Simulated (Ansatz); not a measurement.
# H4Sn: the cost of one run

Program: Ansatz 0.2.0. Level of theory: RKS PBE0-D4/def2-TZVP. These are calculated values, not measurements.

### Step 1. The structure to begin with

Bond lengths: Sn1–H2 1.940 Å, Sn1–H3 1.940 Å, Sn1–H4 1.739 Å, Sn1–H5 1.739 Å. Angles: H2–Sn1–H3 30.2°, H2–Sn1–H4 123.9°, H2–Sn1–H5 123.9°, H3–Sn1–H4 123.9°, H3–Sn1–H5 123.9°, H4–Sn1–H5 109.5°.

Coordinates:

```xyz
5

Sn    0.0000    0.0000    0.0000
H     1.2376    0.0000    1.4939
H     1.8209    0.0000    0.6694
H    -0.8195    1.4198   -0.5794
H    -0.8195   -1.4198   -0.5794
```

### Step 2. Pulling towards end A

Springs on the bonds that form and break draw the guess towards this end; the thresholds are loose.

File input.yaml:

```yaml
crystal:
  periodic: [false, false, false]
  atoms:
    - { symbol: Sn, position_ang: [0.0, 0.0, 0.0] }
    - { symbol: H, position_ang: [1.2376, 0.0, 1.4939] }
    - { symbol: H, position_ang: [1.8209, 0.0, 0.6694] }
    - { symbol: H, position_ang: [-0.8195, 1.4198, -0.5794] }
    - { symbol: H, position_ang: [-0.8195, -1.4198, -0.5794] }
basis:
  gaussian: { orbitals: def2-TZVP }
hamiltonian:
  xc: pbe0
  dispersion: d4
relax:
  f_tol: 0.15
  max_steps: 25
  restrain:
    - { distance: [1, 2], at: 1.86, k: 30.0 }
    - { distance: [0, 1], at: 1.74, k: 30.0 }
    - { distance: [0, 2], at: 1.74, k: 30.0 }
```

Run with:

```console
$ ansatz run input.yaml --threads 1 --pin off --max-ram 2048MiB --backend cpu --events-out ev --progress --plain --runs-dir out
```

**Question.** How long does this run take on 1 thread of Arm Neoverse V2, shared host, and how much memory does it need?

About 6.3 s, with a peak of 0.12 GiB.
